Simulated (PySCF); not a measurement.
# C4H4F4OS: runs on many settings

Which settings matter for C4H4F4OS (`FC(F)C(F)(F)O[C@H]1CS1`), and how do bad ones show?

Programs: PySCF 2.14.0, with density-fitted response routines of our own. Each step states its level of theory. These are calculated values for one molecule in the gas phase, unless marked as measured. Atoms are numbered from 0 throughout.

## 1. The molecule as given

14 atoms, charge 0, multiplicity 1; geometry from: GFN2-xTB.

Bonds of the start (Å): F0–C1 1.34, C1–F2 1.34, C1–C3 1.55, C3–F4 1.36, C3–F5 1.37, C3–O6 1.33, O6–C7 1.41, C7–C8 1.48, C8–S9 1.80, S9–C7 1.80, C1–H10 1.10, C7–H11 1.09, C8–H12 1.08, C8–H13 1.08.

## 2. NMR shieldings: PBE0/pcSseg-1

What the job is given:

```
{"job": {"kind": "nmr", "xc": "PBE0", "basis": "pcSseg-1"}, "charge": 0, "multiplicity": 1}
F     -2.271212     1.712952     0.129890
C     -2.289660     0.371058     0.123092
F     -2.398553    -0.042278     1.393596
C     -0.977309    -0.165252    -0.496192
F     -1.072130    -1.516384    -0.601955
F     -0.917253     0.259235    -1.793556
O      0.081191     0.233657     0.210832
C      1.347243    -0.183252    -0.246220
C      2.474140     0.098752     0.667237
S      2.068101    -1.648760     0.500137
H     -3.159466     0.020027    -0.452582
H      1.467987    -0.087876    -1.321101
H      2.228412     0.538533     1.623769
H      3.417830     0.409116     0.240886
```

With the program's defaults for keys left out, this is: GIAO PBE0/pcSseg-1 NMR shielding, non-relativistic, gas phase.

On the command line:

```console
$ OMP_NUM_THREADS=1 python probes_run.py task.json out
```

The driver reads the jobs from task.json and runs them one after another.

The log of the run:

```text
coarse grid: 13880 points
cycle   1  E = -1026.4550650138  dE =  1.816e+00  |g| = 1.086e+00  |ddm| = 3.440e+00
cycle   2  E = -1026.2299238778  dE =  2.251e-01  |g| = 1.643e+00  |ddm| = 1.442e+00
cycle   3  E = -1026.6536762682  dE = -4.238e-01  |g| = 6.293e-02  |ddm| = 8.817e-01
cycle   4  E = -1026.6540270781  dE = -3.508e-04  |g| = 4.584e-02  |ddm| = 6.600e-02
cycle   5  E = -1026.6543440958  dE = -3.170e-04  |g| = 1.131e-02  |ddm| = 3.148e-02
cycle   6  E = -1026.6543651667  dE = -2.107e-05  |g| = 3.228e-03  |ddm| = 1.059e-02
cycle   7  E = -1026.6543670339  dE = -1.867e-06  |g| = 7.486e-04  |ddm| = 3.302e-03
final grid: 135696 points
cycle   8  E = -1026.7498967664  dE = -4.956e-05  |g| = 1.145e-02  |ddm| = 2.862e-02
cycle   9  E = -1026.7498701656  dE =  2.660e-05  |g| = 1.642e-02  |ddm| = 1.723e-02
cycle  10  E = -1026.7499214215  dE = -5.126e-05  |g| = 8.258e-04  |ddm| = 1.110e-02
cycle  11  E = -1026.7499215627  dE = -1.413e-07  |g| = 3.873e-04  |ddm| = 1.266e-03
cycle  12  E = -1026.7499215936  dE = -3.082e-08  |g| = 1.149e-04  |ddm| = 3.844e-04
cycle  13  E = -1026.7499215959  dE = -2.317e-09  |g| = 3.058e-05  |ddm| = 1.087e-04
cycle  14  E = -1026.7499215961  dE = -1.905e-10  |g| = 1.014e-05  |ddm| = 3.661e-05
converged SCF energy = -1026.7499215961

GIAO shielding tensors (ppm)
atom      isotropic    diamagn.    paramagn.     s11        s22        s33       span
  0 F      326.140     470.891    -144.751    226.105    350.408    401.907    175.801
  1 C       71.301     233.356    -162.055     56.647     76.630     80.624     23.977
  2 F      325.922     471.349    -145.427    227.334    348.020    402.411    175.077
  3 C       60.633     241.910    -181.276     44.672     67.202     70.026     25.354
  4 F      274.716     474.845    -200.129    179.769    300.258    344.120    164.350
  5 F      274.987     475.092    -200.105    164.802    297.451    362.708    197.907
  6 O      203.113     401.314    -198.200    189.177    196.468    223.695     34.518
  7 C      120.252     243.686    -123.434     64.783    115.278    180.694    115.911
  8 C      163.539     253.736     -90.197    132.517    165.956    192.143     59.626
  9 S      662.667    1054.819    -392.152    186.911    716.279   1084.811    897.899
 10 H       25.740      24.469       1.271     23.818     24.174     29.228      5.410
 11 H       26.097      28.837      -2.739     18.381     27.139     32.773     14.392
 12 H       29.052      30.122      -1.070     23.729     26.037     37.391     13.661
 13 H       29.232      28.197       1.035     23.166     24.911     39.619     16.454
```

It took 99 s on 1 thread, shared host.

The references, computed at this level on geometries of the same kind, shield at (ppm): 1H TMS 31.72, 13C TMS 186.9, 19F CFCl3 170.9, 17O H2O 336.1, 33S CS2 504. Their shielding less the atom's gives the shift. The references are single molecules in the gas phase, so shifts against H2O, NH3, PH3, H3PO4 or CFCl3 are not on the usual liquid scales and can be off by tens of ppm.

```
atoms                                       environment  σ (ppm)  δ (ppm)  δ scaled to CDCl3
   C3  fully substituted sp3 carbon bonded to 2 F and O     60.6    126.3              121.3
   C1                              sp3 CH bonded to 2 F     71.3    115.6              110.9
   C7                              thiirane ring carbon    120.3     66.7               58.7
   C8                              thiirane ring carbon    163.5     23.4               16.5
  H10               hydrogen on an sp3 CH bonded to 2 F    25.74     5.98               5.74
  H11                hydrogen on a thiirane ring carbon    26.10     5.62               5.40
  H12                hydrogen on a thiirane ring carbon    29.05     2.66               2.62
  H13                hydrogen on a thiirane ring carbon    29.23     2.48               2.45
   F4                           fluorine of a CF2 group    274.7   -103.8                  –
   F5                           fluorine of a CF2 group    275.0   -104.0                  –
   F2                           fluorine of a CF2 group    325.9   -155.0                  –
   F0                           fluorine of a CF2 group    326.1   -155.2                  –
   O6                                      ether oxygen    203.1    133.0                  –
   S9                                    sulfide sulfur      663     -159                  –
```

The scaled column applies a straight-line fit of computed shieldings to shifts measured in CDCl3, with any fitted terms for Cl, Br or S neighbours, and one for carbons that bear F (root-mean-square error 0.16 ppm for H, 1.9 ppm for C).

The run also stored atomic charges by several schemes (e):

```
atoms  Mulliken    IAO  Hirshfeld  ESP fit
   F0     -0.28  -0.28      -0.09    -0.14
   C1      0.55   0.43       0.13     0.17
   F2     -0.28  -0.28      -0.09    -0.15
   C3      0.68   0.69       0.22     0.13
   F4     -0.29  -0.30      -0.10    -0.09
   F5     -0.30  -0.31      -0.10    -0.13
   O6     -0.45  -0.33      -0.12    -0.06
   C7     -0.03   0.00       0.03    -0.14
   C8     -0.20  -0.33      -0.07    -0.18
   S9     -0.02   0.03      -0.04    -0.10
```

Mayer bond orders: F0–C1 0.99, C1–F2 1.00, C1–C3 0.92, C3–F4 0.96, C3–F5 0.93, C3–O6 1.07, O6–C7 0.86, C7–C8 0.99, C8–S9 0.95, S9–C7 1.02.

Ring of atoms C7, C8, S9: NICS(0) -45.2, NICS(1) -8.1, NICS(1)zz -20.3 ppm (means of both faces; NICS(1) differs between them: -9.3 and -7.0).

The two faces differ (NICS(1)zz -23.8 and -16.7 ppm).

In rings of three or four atoms NICS is ruled by the nearby σ bonds, so it says little on aromaticity.

Orbitals, density, ELF and potential are computed afterwards from the orbital file.

Frontier orbitals at PBE0/pcSseg-1, with the share of their density that lies nearest to each atom:

```
orbital  energy (eV)                          lies on
   HOMO        -7.15                          S9 84 %
   LUMO        -0.13  S9 48 %; C7, C8 about 17 % each
```

ELF in a plane through or near 7 of the atoms.

Values, 10 rows by 14 columns:
```
0.00 0.00 0.00 0.00 0.00 0.00 0.00 0.00 0.00 0.00 0.00 0.00 0.00 0.00
0.00 0.00 0.00 0.00 0.00 0.00 0.00 0.00 0.00 0.00 0.00 0.00 0.00 0.00
0.00 0.00 0.00 0.20 0.98 0.72 0.00 0.00 0.01 0.10 0.03 0.00 0.00 0.00
0.00 0.00 0.01 0.38 1.00 0.81 0.10 0.49 0.02 0.20 0.08 0.00 0.00 0.00
0.00 0.00 0.34 0.76 0.78 0.51 0.59 0.81 0.18 0.20 0.53 0.29 0.01 0.00
0.00 0.00 0.23 0.68 0.46 0.23 0.74 0.84 0.26 0.79 0.99 1.00 0.07 0.00
0.00 0.00 0.00 0.03 0.06 0.76 0.58 0.17 0.43 0.05 0.61 0.88 0.00 0.00
0.00 0.00 0.00 0.02 0.02 0.29 0.22 0.04 0.19 0.07 0.00 0.00 0.00 0.00
0.00 0.00 0.00 0.00 0.00 0.00 0.00 0.00 0.02 0.00 0.00 0.00 0.00 0.00
0.00 0.00 0.00 0.00 0.00 0.00 0.00 0.00 0.00 0.00 0.00 0.00 0.00 0.00
```
The map spans 12.0 Å across and 8.3 Å up, centred on the molecule. Atoms in the plane (x, y in Å): C1 (2.3, 0.4), C3 (1.0, -0.5), O6 (-0.1, 0.3), C7 (-1.3, -0.4), C8 (-2.5, 0.5), H10 (3.2, -0.2), H12 (-2.3, 1.6).

log10 of the density (e/Å³) in the same plane.

Values, 10 rows by 14 columns:
```
-4.0 -4.0 -4.0 -4.0 -4.0 -4.0 -4.0 -4.0 -4.0 -4.0 -4.0 -4.0 -4.0 -4.0
-4.0 -4.0 -4.0 -3.4 -3.0 -3.3 -4.0 -4.0 -4.0 -3.6 -4.0 -4.0 -4.0 -4.0
-4.0 -4.0 -3.2 -2.0 -1.2 -1.7 -2.8 -3.0 -2.4 -1.5 -1.8 -3.2 -4.0 -4.0
-4.0 -3.6 -2.3 -1.0  0.3 -0.7 -1.4 -1.2 -1.4 -0.5 -0.9 -2.2 -3.6 -4.0
-4.0 -3.1 -1.5 -0.2  1.4 -0.3 -0.1  0.4 -0.6  0.5 -0.1 -1.4 -2.8 -4.0
-4.0 -3.2 -1.6 -0.5 -0.1  0.6  0.2  0.4  0.7  0.1  0.2 -0.8 -2.5 -4.0
-4.0 -3.9 -2.5 -1.6 -1.1 -0.1 -0.4 -0.6  0.0 -1.0 -1.2 -1.7 -3.0 -4.0
-4.0 -4.0 -3.4 -2.4 -1.9 -1.3 -1.5 -1.3 -0.8 -1.4 -2.7 -3.2 -4.0 -4.0
-4.0 -4.0 -4.0 -3.7 -3.1 -2.8 -2.9 -2.6 -2.1 -2.8 -4.0 -4.0 -4.0 -4.0
-4.0 -4.0 -4.0 -4.0 -4.0 -4.0 -4.0 -4.0 -4.0 -4.0 -4.0 -4.0 -4.0 -4.0
```
The map spans 12.0 Å across and 8.3 Å up, centred on the molecule. Atoms in the plane (x, y in Å): C1 (2.3, 0.4), C3 (1.0, -0.5), O6 (-0.1, 0.3), C7 (-1.3, -0.4), C8 (-2.5, 0.5), H10 (3.2, -0.2), H12 (-2.3, 1.6).

On the surface of density 0.002 e/bohr³ the electrostatic potential runs, from the 1st to the 99th percentile, from -0.81 V near S9 to 1.43 V near H10.

## 3. TDDFT and polarisability: PBE0/def2-SVPD

Settings changed since step 2:

```diff
@@ -1,2 +1,2 @@
-{"job": {"kind": "nmr", "xc": "PBE0", "basis": "pcSseg-1"}, "charge": 0, "multiplicity": 1}
+{"job": {"kind": "uv", "xc": "PBE0", "basis": "def2-SVPD", "nstates": 6, "ntriplets": 2}, "charge": 0, "multiplicity": 1}
 F     -2.271212     1.712952     0.129890
```

Method: TDDFT PBE0/def2-SVPD, vertical, gas phase, core orbitals frozen in the response.

The log of the run:

```text
coarse grid: 13880 points
cycle   1  E = -1025.9615324110  dE =  1.740e+00  |g| = 1.017e+00  |ddm| = 5.800e+00
cycle   2  E = -1025.7549795482  dE =  2.066e-01  |g| = 1.530e+00  |ddm| = 2.611e+00
cycle   3  E = -1026.1459132198  dE = -3.909e-01  |g| = 6.317e-02  |ddm| = 1.522e+00
cycle   4  E = -1026.1463380743  dE = -4.249e-04  |g| = 4.166e-02  |ddm| = 1.336e-01
cycle   5  E = -1026.1466153222  dE = -2.772e-04  |g| = 1.122e-02  |ddm| = 5.330e-02
cycle   6  E = -1026.1466374274  dE = -2.211e-05  |g| = 3.035e-03  |ddm| = 1.926e-02
cycle   7  E = -1026.1466393262  dE = -1.899e-06  |g| = 7.575e-04  |ddm| = 5.288e-03
final grid: 135696 points
cycle   8  E = -1026.2697500664  dE = -4.205e-05  |g| = 1.100e-02  |ddm| = 1.099e-01
cycle   9  E = -1026.2697232958  dE =  2.677e-05  |g| = 1.582e-02  |ddm| = 3.265e-02
cycle  10  E = -1026.2697743752  dE = -5.108e-05  |g| = 8.644e-04  |ddm| = 2.098e-02
cycle  11  E = -1026.2697745549  dE = -1.797e-07  |g| = 3.818e-04  |ddm| = 2.699e-03
cycle  12  E = -1026.2697745870  dE = -3.212e-08  |g| = 9.861e-05  |ddm| = 6.690e-04
cycle  13  E = -1026.2697745888  dE = -1.818e-09  |g| = 3.303e-05  |ddm| = 1.928e-04
cycle  14  E = -1026.2697745891  dE = -2.265e-10  |g| = 1.044e-05  |ddm| = 5.682e-05
converged SCF energy = -1026.2697745891

Static polarisability (au): isotropic 74.093, principal 64.165 72.448 85.666

Singlet excitations
state   eV       nm        f      main configurations
  1   5.0224    246.9   0.00030   H->L 0.98
  2   6.5307    189.8   0.01242   H->L+1 0.66, H->L+2 0.30
  3   6.7254    184.4   0.04446   H->L+2 0.50, H->L+1 0.30, H->L+3 0.15
  4   7.1585    173.2   0.01710   H->L+4 0.82
  5   7.3416    168.9   0.00992   H->L+3 0.61, H-1->L 0.20, H->L+2 0.09
  6   7.4953    165.4   0.02536   H-1->L 0.30, H->L+6 0.27, H->L+5 0.15

Triplet excitations (Tamm-Dancoff, eV): 4.5264 5.7873
```

Wall time 2.3 min (1 thread, shared host).

The orbitals next to the gap, with their largest atomic shares:

```
orbital      eV                       atoms
 HOMO−3  -10.38   F0 18 %, C1 18 %, F2 17 %
 HOMO−2   -9.77   S9 38 %, C8 32 %, C7 13 %
 HOMO−1   -9.03   S9 35 %, O6 26 %, C7 20 %
   HOMO   -7.19    S9 74 %, C8 10 %, C7 7 %
   LUMO   -0.35   S9 53 %, C8 18 %, C7 14 %
 LUMO+1    0.59  S9 44 %, C7 11 %, H11 10 %
 LUMO+2    0.75    S9 43 %, C1 9 %, H10 6 %
```

With each of the 6 states as a Gaussian band of 0.4 eV half-width at 1/e, the curve within the window shown has maxima at 183 nm (ε 2,500) L/(mol cm). Beyond the last state computed it falls off for lack of states. The curve at chosen wavelengths:

nm, ε (L/mol/cm) and a bar:
```
      159        752 #########
      164       1582 ###################
      169       2032 ########################
      174       2143 ##########################
      178       2305 ############################
      183       2489 ##############################
      188       2217 ###########################
      193       1508 ##################
      198        789 #########
      203        327 ####
      207        140 ##
      212         42 
      217         11 
      222          4 
      227          4 
      232          6 
      236          9 
      241         11 
      246         12 
      251         12 
      256         10 
      261          8 
      265          6 
      270          4 
      275          2 
      280          1
```

Leading natural transition orbitals of singlet state 3: the hole lies on S9 83 %; the particle on H11, H13 about 29 % each; S9 19 %.

Leading natural transition orbitals of singlet state 1: the hole lies on S9 83 %; the particle on S9 50 %; C7, C8 about 16 % each.

Ground-state properties from the same run:

```
           property  computed
  dipole moment (D)      1.49
polarisability (Å³)     10.98
 HOMO–LUMO gap (eV)      6.83
      −ε(HOMO) (eV)      7.19
```

## 4. NMR shieldings: B3LPY/pcSseg-1

Settings changed since step 3:

```diff
@@ -1,2 +1,2 @@
-{"job": {"kind": "uv", "xc": "PBE0", "basis": "def2-SVPD", "nstates": 6, "ntriplets": 2}, "charge": 0, "multiplicity": 1}
+{"job": {"kind": "nmr", "xc": "B3LPY", "basis": "pcSseg-1", "pop": false, "scf": {"aux": "def2-universal-jfit", "max_cycle": 64}}, "charge": 0, "multiplicity": 1}
 F     -2.271212     1.712952     0.129890
```

Level: B3LPY/pcSseg-1.

The log of the run:

```text
KeyError: "LibXCFunctional: name 'B3LPY' not found."
```

Run time: 0.3 s. Hardware: 1 thread, shared host.

Why it failed: No functional is called B3LPY: the name is misspelt. The remedy is to type the name correctly.

## 5. NMR shieldings: BHandHLYP/pcSseg-1

What the job is given:

```
{"job": {"kind": "nmr", "xc": "BHandHLYP", "basis": "pcSseg-1", "pop": false, "grid": 0, "scf": {"max_cycle": 52}}, "charge": 0, "multiplicity": 1}
F     -2.044091     1.541657     0.116901
C     -2.060694     0.333952     0.110783
F     -2.158698    -0.038050     1.254236
C     -0.879578    -0.148727    -0.446573
F     -0.964917    -1.364746    -0.541760
F     -0.825528     0.233312    -1.614200
O      0.073072     0.210291     0.189749
C      1.212519    -0.164927    -0.221598
C      2.226726     0.088877     0.600513
S      1.861291    -1.483884     0.450123
H     -2.843519     0.018024    -0.407324
H      1.321188    -0.079088    -1.188991
H      2.005571     0.484680     1.461392
H      3.076047     0.368204     0.216797
```

Method: GIAO BHandHLYP/pcSseg-1 NMR shielding, non-relativistic, gas phase.

The log of the run:

```text
final grid: 13880 points
cycle   1  E = -1026.7990226686  dE =  5.092e+00  |g| = 9.694e-01  |ddm| = 3.767e+00
cycle   2  E = -1026.8395191711  dE = -4.050e-02  |g| = 8.632e-01  |ddm| = 9.739e-01
cycle   3  E = -1026.9413269341  dE = -1.018e-01  |g| = 5.192e-02  |ddm| = 4.381e-01
cycle   4  E = -1026.9417222686  dE = -3.953e-04  |g| = 2.138e-02  |ddm| = 4.892e-02
cycle   5  E = -1026.9417903961  dE = -6.813e-05  |g| = 5.185e-03  |ddm| = 1.896e-02
cycle   6  E = -1026.9417947236  dE = -4.328e-06  |g| = 1.119e-03  |ddm| = 5.239e-03
cycle   7  E = -1026.9417949993  dE = -2.757e-07  |g| = 3.752e-04  |ddm| = 1.672e-03
cycle   8  E = -1026.9417950376  dE = -3.824e-08  |g| = 1.126e-04  |ddm| = 6.912e-04
cycle   9  E = -1026.9417950404  dE = -2.864e-09  |g| = 3.070e-05  |ddm| = 1.971e-04
cycle  10  E = -1026.9417950407  dE = -2.356e-10  |g| = 8.876e-06  |ddm| = 5.205e-05
converged SCF energy = -1026.9417950407

GIAO shielding tensors (ppm)
atom      isotropic    diamagn.    paramagn.     s11        s22        s33       span
  0 F      383.782     470.601     -86.820    313.493    369.933    467.918    154.426
  1 C      104.629     229.923    -125.294     94.822    107.014    112.053     17.231
  2 F      384.408     471.050     -86.643    315.860    367.885    469.477    153.617
  3 C       99.808     242.259    -142.451     87.238    103.730    108.456     21.218
  4 F      345.986     474.185    -128.199    285.311    349.899    402.746    117.435
  5 F      341.463     474.666    -133.203    262.368    365.884    396.136    133.768
  6 O      283.531     402.464    -118.933    249.514    279.519    321.561     72.046
  7 C      165.070     242.720     -77.650    119.294    156.664    219.251     99.957
  8 C      195.135     252.029     -56.893    168.614    192.214    224.578     55.964
  9 S      802.190    1056.739    -254.549    377.356    891.370   1137.843    760.487
 10 H       29.718      29.666       0.052     26.889     27.787     34.478      7.590
 11 H       30.352      32.010      -1.659     20.612     31.051     39.392     18.780
 12 H       33.638      34.104      -0.466     26.636     29.768     44.510     17.874
 13 H       33.615      31.609       2.006     25.601     28.418     46.826     21.225
```

It took 40 s on 1 thread, shared host.

A normal end doesn't make this result sound: all coordinates were scaled by 0.9; grid level 0 is too coarse. Its HOMO lies at -8.03 eV, against -7.15 eV in step 2 (PBE0/pcSseg-1), a different level, so the two don't compare directly.

## 6. Spin-spin couplings: PBE0/pcSseg-0

What the job is given:

```
{"job": {"kind": "j", "xc": "PBE0", "basis": "pcSseg-0", "scf": {"max_cycle": 3}}, "charge": 0, "multiplicity": 1}
F     -2.271212     1.712952     0.129890
C     -2.289660     0.371058     0.123092
F     -2.398553    -0.042278     1.393596
C     -0.977309    -0.165252    -0.496192
F     -1.072130    -1.516384    -0.601955
F     -0.917253     0.259235    -1.793556
O      0.081191     0.233657     0.210832
C      1.347243    -0.183252    -0.246220
C      2.474140     0.098752     0.667237
S      2.068101    -1.648760     0.500137
H     -3.159466     0.020027    -0.452582
H      1.467987    -0.087876    -1.321101
H      2.228412     0.538533     1.623769
H      3.417830     0.409116     0.240886
```

Level: PBE0/pcSseg-0 indirect spin-spin coupling, non-relativistic, gas phase.

The log of the run:

```text
final grid: 135696 points
cycle   1  E = -1024.6391855513  dE =  1.851e+00  |g| = 1.039e+00  |ddm| = 4.244e+00
cycle   2  E = -1024.4079336398  dE =  2.313e-01  |g| = 1.611e+00  |ddm| = 2.890e+00
cycle   3  E = -1024.8654532716  dE = -4.575e-01  |g| = 5.547e-02  |ddm| = 1.515e+00
SCF not converged, last energy = -1024.8654532716
```

Wall time 7.4 s (1 thread, shared host).

Diagnosis: The cap of 3 cycles ended the SCF at a gradient of 5.5e-02. The remedy is to raise the cap. Numbers printed on the way are no properties of the molecule.

## 7. Summary of results

| quantity | value |
| --- | --- |
| 13C shifts against TMS (PBE0/pcSseg-1) | 126.3, 115.6, 66.7, 23.4 ppm |
| 1H shifts against TMS (PBE0/pcSseg-1) | 5.98, 5.62, 2.66, 2.48 ppm |
| 19F shifts against CFCl3 (PBE0/pcSseg-1) | -103.8, -104.0, -155.0, -155.2 ppm |
| 17O shifts against H2O (PBE0/pcSseg-1) | 133.0 ppm |
| 33S shifts against CS2 (PBE0/pcSseg-1) | -159 ppm |
| surface potential, 1st and 99th percentile | -0.81 V and 1.43 V |
| lowest singlet (PBE0/def2-SVPD) | 5.02 eV (247 nm), f = 0.000 |
| brightest single state of those computed | state 3, 6.73 eV, f = 0.044 |
| lowest triplet | 4.53 eV |
| property runs in this session | 5, of which 2 failed and 1 gave unsound results |

In words: Single values in the summary come from the first run of each kind that ended normally (PBE0/pcSseg-1; PBE0/def2-SVPD), which need not be the best level. The most deshielded hydrogen is H10 (hydrogen on an sp3 CH bonded to 2 F), at 5.98 ppm: its carbon carries F, hence the downfield position. At PBE0/pcSseg-1: The widest tensor belongs to S9: span 898 ppm, with a paramagnetic part of -392 ppm. The first singlet state (HOMO→LUMO 0.98) lies at 5.02 eV and is dark; of the 6 states computed, the strongest absorption comes from state 3 at 6.73 eV. The lowest triplet lies 0.50 eV below the lowest singlet (triplets in Tamm-Dancoff, singlets in full TDDFT).
